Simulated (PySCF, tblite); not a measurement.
# C₂H₁₀GeSSi: geometry, infrared bands and NMR shifts

Aim: predict the infrared bands and NMR shifts of C₂H₁₀GeSSi (`CS[SiH2][CH2][GeH3]`).

Computed with tblite 0.8.0 and PySCF 2.14.0, with density-fitted response routines of our own, on a single molecule in the gas phase. Atoms are numbered from 0 throughout.

### Step 1. The starting structure

15 atoms, charge 0, multiplicity 1; geometry from: force field or distance geometry start.

Bonds of the start (Å): C0–S1 1.82, S1–Si2 2.15, Si2–C3 1.84, C3–Ge4 1.95, C0–H5 1.11, C0–H6 1.12, C0–H7 1.10, Si2–H8 1.48, Si2–H9 1.47, C3–H10 1.10, C3–H11 1.13, Ge4–H12 1.55, Ge4–H13 1.55, Ge4–H14 1.57.

### Step 2. Relaxing the molecule with GFN2-xTB

What the job is given:

```
{"job": {"kind": "relax", "xc": "GFN2-xTB", "basis": "xTB"}, "charge": 0, "multiplicity": 1}
C     -3.261700    -0.227700     0.119500
S     -1.935300    -1.047200    -0.810200
Si    -0.178500     0.147500    -0.487700
C      1.381200    -0.826800    -0.410200
Ge     2.784400     0.463700     0.017200
H     -2.795600     0.136300     1.062000
H     -3.587600     0.664600    -0.475800
H     -4.087000    -0.899500     0.382400
H     -0.395600     0.858600     0.791600
H     -0.124000     1.152600    -1.552900
H      1.624600    -1.302500    -1.377100
H      1.296900    -1.616500     0.394300
H      2.720300     0.816600     1.521400
H      4.156800    -0.078900    -0.447000
H      2.396700     1.767100    -0.760700
```

Command:

```console
$ OMP_NUM_THREADS=1 python probes_run.py task.json out
```

The driver reads the jobs from task.json and runs them one after another.

What it wrote:

```text
step      E/eV     max force
  0    -442.75631    1.579
  1    -442.88339    0.738
  2    -442.93598    0.616
  3    -442.97515    0.658
  4    -443.00256    0.366
  5    -443.01381    0.259
  6    -443.02137    0.252
  7    -443.02784    0.236
  8    -443.03439    0.238
  9    -443.03935    0.235
 10    -443.04310    0.174
 11    -443.04605    0.178
 12    -443.04892    0.135
 13    -443.05174    0.151
 14    -443.05460    0.153
 15    -443.05753    0.164
 16    -443.06051    0.173
 17    -443.06354    0.160
 18    -443.06661    0.174
 19    -443.06962    0.143
 20    -443.07248    0.147
 21    -443.07504    0.146
 22    -443.07734    0.125
 23    -443.07950    0.116
 24    -443.08171    0.140
 25    -443.08445    0.139
 26    -443.08800    0.193
 27    -443.09187    0.209
 28    -443.09517    0.158
 29    -443.09740    0.142
 30    -443.09875    0.100
 31    -443.09998    0.104
 32    -443.10154    0.115
 33    -443.10324    0.101
 34    -443.10478    0.089
 35    -443.10604    0.083
 36    -443.10717    0.084
 37    -443.10841    0.087
 38    -443.10973    0.083
 39    -443.11090    0.089
 40    -443.11181    0.077
 41    -443.11266    0.079
 42    -443.11363    0.095
 43    -443.11498    0.097
 44    -443.11657    0.068
 45    -443.11727    0.061
 46    -443.11771    0.060
 47    -443.11816    0.057
 48    -443.11860    0.058
 49    -443.11899    0.047
 50    -443.11923    0.030
 51    -443.11935    0.031
 52    -443.11947    0.030
 53    -443.11965    0.047
 54    -443.11992    0.062
 55    -443.12022    0.054
 56    -443.12043    0.039
 57    -443.12057    0.044
 58    -443.12070    0.038
 59    -443.12089    0.035
 60    -443.12111    0.038
 61    -443.12131    0.029
 62    -443.12145    0.033
 63    -443.12164    0.033
 64    -443.12195    0.041
 65    -443.12237    0.054
 66    -443.12273    0.037
 67    -443.12294    0.031
 68    -443.12305    0.030
 69    -443.12318    0.029
 70    -443.12343    0.041
 71    -443.12378    0.038
 72    -443.12412    0.042
 73    -443.12439    0.047
 74    -443.12465    0.041
 75    -443.12495    0.041
 76    -443.12525    0.038
 77    -443.12543    0.025
 78    -443.12551    0.022
 79    -443.12558    0.023
 80    -443.12572    0.031
 81    -443.12596    0.043
 82    -443.12625    0.040
 83    -443.12644    0.025
 84    -443.12654    0.022
 85    -443.12661    0.019
 86    -443.12670    0.027
 87    -443.12682    0.033
 88    -443.12691    0.025
 89    -443.12695    0.017
 90    -443.12699    0.016
 91    -443.12703    0.019
 92    -443.12711    0.024
 93    -443.12718    0.023
 94    -443.12724    0.019
 95    -443.12728    0.018
 96    -443.12732    0.017
 97    -443.12739    0.025
 98    -443.12746    0.020
 99    -443.12751    0.019
100    -443.12755    0.020
101    -443.12760    0.029
102    -443.12771    0.046
103    -443.12789    0.055
104    -443.12807    0.038
105    -443.12817    0.025
106    -443.12823    0.017
107    -443.12829    0.034
108    -443.12841    0.050
109    -443.12858    0.049
110    -443.12872    0.034
111    -443.12878    0.020
112    -443.12881    0.019
113    -443.12885    0.030
114    -443.12892    0.037
115    -443.12900    0.028
116    -443.12904    0.013
117    -443.12906    0.011
118    -443.12908    0.013
119    -443.12911    0.024
120    -443.12917    0.031
121    -443.12923    0.028
122    -443.12927    0.014
123    -443.12929    0.008
```

Wall time 0.86 s (1 thread of Arm Neoverse V1, shared host).

Relaxation path: (not every step is listed)

```
step  energy from step 0 (eV)  largest force (eV/Å)
   0                   0.0000                1.5793
   1                  -0.1271                0.7376
   2                  -0.1797                0.6160
   3                  -0.2188                0.6576
   4                  -0.2463                0.3663
   5                  -0.2575                0.2588
   6                  -0.2651                0.2520
   7                  -0.2715                0.2363
   8                  -0.2781                0.2377
  19                  -0.3133                0.1430
  30                  -0.3424                0.1003
  41                  -0.3564                0.0786
  52                  -0.3632                0.0296
  63                  -0.3653                0.0326
  74                  -0.3683                0.0414
  85                  -0.3703                0.0192
  96                  -0.3710                0.0170
 107                  -0.3720                0.0340
 118                  -0.3728                0.0135
 119                  -0.3728                0.0239
 120                  -0.3729                0.0309
 121                  -0.3729                0.0279
 122                  -0.3730                0.0144
 123                  -0.3730                0.0077
```

Close pairs (by a distance rule), those that changed most:

```
   bond  before (Å)  after (Å)  change (Å)
Ge4–H14       1.567      1.495      -0.072
Ge4–H12       1.546      1.494      -0.052
Ge4–H13       1.547      1.498      -0.049
 Si2–C3       1.841      1.887      +0.047
 C3–H11       1.130      1.089      -0.041
  C0–H6       1.121      1.085      -0.036
  C0–H5       1.113      1.085      -0.028
 C3–H10       1.105      1.089      -0.015
```

The end geometry stands in the next job.

### Step 3. Vibrational analysis with GFN2-xTB

What the job is given:

```
{"job": {"kind": "ir", "xc": "GFN2-xTB", "basis": "xTB"}, "charge": 0, "multiplicity": 1}
C     -3.267067    -0.223552    -0.026967
S     -1.826232    -1.286446    -0.328016
Si    -0.273542     0.173686    -0.101502
C      1.352653    -0.734407    -0.406114
Ge     2.869773     0.470933    -0.128689
H     -3.171811     0.254313     0.942565
H     -3.339538     0.522462    -0.811833
H     -4.141725    -0.864650    -0.041822
H     -0.375600     0.719826     1.254385
H     -0.509415     1.242676    -1.075633
H      1.376499    -1.124576    -1.422972
H      1.436519    -1.591380     0.261328
H      2.894162     0.993866     1.270980
H      4.183376    -0.201383    -0.383886
H      2.787533     1.656624    -1.035047
```

What it wrote:

```text
mode    cm-1     km/mol
  1      36.2      2.27
  2      55.9      2.35
  3      79.8      2.98
  4     119.8      0.49
  5     120.8      0.07
  6     136.0      1.38
  7     201.8      1.64
  8     436.7     52.15
  9     454.8      1.09
 10     474.5     61.53
 11     530.9     47.92
 12     571.2     22.91
 13     616.6     57.59
 14     703.7    400.88
 15     708.7    210.85
 16     732.4     18.53
 17     771.1    515.38
 18     779.9     82.36
 19     817.1    215.23
 20     864.8     72.36
 21     867.7    129.54
 22     948.6      0.03
 23     959.3      4.87
 24     989.1      0.39
 25    1101.6    131.61
 26    1323.8      2.44
 27    1422.9      0.97
 28    1455.2      3.99
 29    1460.7      8.14
 30    1979.0    187.35
 31    2062.3    446.37
 32    2077.1    410.05
 33    2223.7    392.83
 34    2244.3    139.96
 35    2970.6     24.62
 36    2979.2     15.33
 37    3033.0      7.39
 38    3037.1     11.56
 39    3061.7      1.63
```

Run time: 0.53 s. Hardware: 1 thread of Arm Neoverse V1, shared host.

The strongest bands and the atoms that carry them (share of the mass-weighted mode):

```
cm⁻¹  km/mol                                  atoms
 704   400.9                       H8 47 %, H9 35 %
 709   210.8   C3 28 %, H11 22 %, H10 21 %, H9 11 %
 771   515.4  C3 23 %, H12 16 %, H14 16 %, Si2 14 %
 817   215.2  C3 22 %, Si2 17 %, H13 14 %, H14 13 %
1979   187.3           H13 48 %, H14 27 %, H12 25 %
2062   446.4           H13 51 %, H14 27 %, H12 20 %
2077   410.1                     H12 53 %, H14 45 %
2224   392.8                       H9 48 %, H8 47 %
```

### Step 4. Nuclear shieldings: PBE0/pcSseg-1

Same as in step 3 but for these lines:

```diff
@@ -1,2 +1,2 @@
-{"job": {"kind": "ir", "xc": "GFN2-xTB", "basis": "xTB"}, "charge": 0, "multiplicity": 1}
+{"job": {"kind": "nmr", "xc": "PBE0", "basis": "pcSseg-1"}, "charge": 0, "multiplicity": 1}
 C     -3.267067    -0.223552    -0.026967
```

Level: GIAO PBE0/pcSseg-1 NMR shielding, non-relativistic, gas phase.

What it wrote:

```text
coarse grid: 55224 points
cycle   1  E = -2845.9821329492  dE = -5.083e-01  |g| = 8.935e-01  |ddm| = 3.496e+00
cycle   2  E = -2845.9587463112  dE =  2.339e-02  |g| = 8.997e-01  |ddm| = 1.027e+00
cycle   3  E = -2846.0480803479  dE = -8.933e-02  |g| = 9.061e-02  |ddm| = 6.326e-01
cycle   4  E = -2846.0494754699  dE = -1.395e-03  |g| = 3.379e-02  |ddm| = 9.929e-02
cycle   5  E = -2846.0497697252  dE = -2.943e-04  |g| = 5.080e-03  |ddm| = 3.388e-02
cycle   6  E = -2846.0497760638  dE = -6.339e-06  |g| = 1.006e-03  |ddm| = 6.500e-03
final grid: 112848 points
cycle   7  E = -2846.0497657920  dE =  2.079e-08  |g| = 1.116e-03  |ddm| = 2.522e-03
cycle   8  E = -2846.0497655960  dE =  1.961e-07  |g| = 1.440e-03  |ddm| = 2.348e-03
cycle   9  E = -2846.0497661222  dE = -5.263e-07  |g| = 7.617e-05  |ddm| = 1.256e-03
cycle  10  E = -2846.0497661237  dE = -1.448e-09  |g| = 2.289e-05  |ddm| = 8.977e-05
cycle  11  E = -2846.0497661238  dE = -1.091e-10  |g| = 2.094e-06  |ddm| = 2.019e-05
converged SCF energy = -2846.0497661238

GIAO shielding tensors (ppm)
atom      isotropic    diamagn.    paramagn.     s11        s22        s33       span
  0 C      172.825     251.044     -78.219    163.415    163.755    191.305     27.890
  1 S      714.779    1059.879    -345.100    615.446    625.407    903.484    288.038
  2 Si     367.019     880.904    -513.885    326.099    345.316    429.640    103.541
  3 C      199.066     257.153     -58.087    197.312    198.946    200.939      3.627
  4 Ge    1568.240    2754.523   -1186.282   1501.007   1508.290   1695.424    194.418
  5 H       29.794      30.308      -0.513     24.083     27.955     37.346     13.263
  6 H       29.685      29.917      -0.233     23.928     27.661     37.465     13.537
  7 H       29.609      28.282       1.327     23.649     26.648     38.529     14.881
  8 H       26.941      30.990      -4.049     22.463     26.998     31.362      8.899
  9 H       26.939      30.932      -3.993     22.551     26.864     31.400      8.849
 10 H       31.443      31.529      -0.086     24.862     30.100     39.365     14.503
 11 H       31.458      31.938      -0.480     24.830     30.238     39.307     14.477
 12 H       28.222      28.809      -0.588     21.310     23.612     39.744     18.435
 13 H       27.933      27.905       0.028     20.994     22.343     40.463     19.469
 14 H       28.234      28.764      -0.530     21.311     23.660     39.731     18.419
```

Wall time 26 s (1 thread of Arm Neoverse V1, shared host); peak memory 0.76 GiB.

Shifts follow as δ = σ(reference) − σ, with reference shieldings (ppm) from runs at the same level and on the same kind of geometry: 1H TMS 31.72, 13C TMS 186.9, 29Si TMS 349.2, 33S CS2 504, 73Ge GeMe4 1331. The references are single molecules in the gas phase. Atoms listed in one row are averaged.

```
        atoms                                 environment  σ (ppm)  δ (ppm)
           C0                   methyl carbon bonded to S    172.8     14.1
           C3                 sp3 CH2 bonded to Ge and Si    199.1    -12.1
       H8, H9        hydrogen on a silicon bonded to C, S    26.94     4.78
H12, H13, H14         hydrogen on a germanium bonded to C    28.13     3.59
   H5, H6, H7     hydrogen on a methyl carbon bonded to S    29.70     2.02
     H10, H11  hydrogen on an sp3 CH2 bonded to Ge and Si    31.45     0.27
           S1                      sulfur bonded to C, Si      715     -211
          Si2                 silicon bonded to C, S, 2 H    367.0    -17.9
          Ge4                  germanium bonded to C, 3 H     1568     -237
```

Charges from the same density, by scheme (e):

```
atoms  Mulliken    IAO  Hirshfeld  ESP fit
   C0     -0.40  -0.50      -0.12    -0.32
   S1     -0.32  -0.19      -0.11    -0.30
  Si2      0.64   0.70       0.30     0.36
   C3     -0.80  -0.79      -0.24    -0.49
  Ge4      0.20   0.49       0.31     0.32
```

Mayer bond orders: C0–S1 1.00, S1–Si2 0.96, Si2–C3 0.91, C3–Ge4 0.95.

### Step 5. What came out

| quantity | value |
| --- | --- |
| strongest single infrared mode (GFN2-xTB) | 771 cm⁻¹, 515 km/mol |
| zero-point energy (GFN2-xTB) | 64.9 kcal/mol |
| 13C shifts against TMS (PBE0/pcSseg-1) | 14.1, -12.1 ppm |
| 1H shifts against TMS (PBE0/pcSseg-1, means over atoms taken as alike) | 4.78, 3.59, 2.02, 0.27 ppm |
| 33S shifts against CS2 (PBE0/pcSseg-1) | -211 ppm |
| 29Si shifts against TMS (PBE0/pcSseg-1) | -17.9 ppm |
| 73Ge shifts against GeMe4 (PBE0/pcSseg-1) | -237 ppm |

**Reading.** Relaxing lowered the energy by 0.373 eV in 123 steps; the close pair that moved most is Ge4–H14, from 1.567 to 1.495 Å. All 39 modes are real, so the xTB geometry is a minimum. The strongest single mode, at 771 cm⁻¹, has its largest shares on C3, H12, H14 and Si2 (the list is cut at 4 atoms). Unscaled tight-binding wavenumbers are off by several per cent, some by more. Its intensities can rank the bands wrongly. At PBE0/pcSseg-1: The widest tensor belongs to S1: span 288 ppm, with a paramagnetic part of -345 ppm. Spin-orbit coupling is left out, which matters for shieldings and couplings at and beside the heavy atoms.
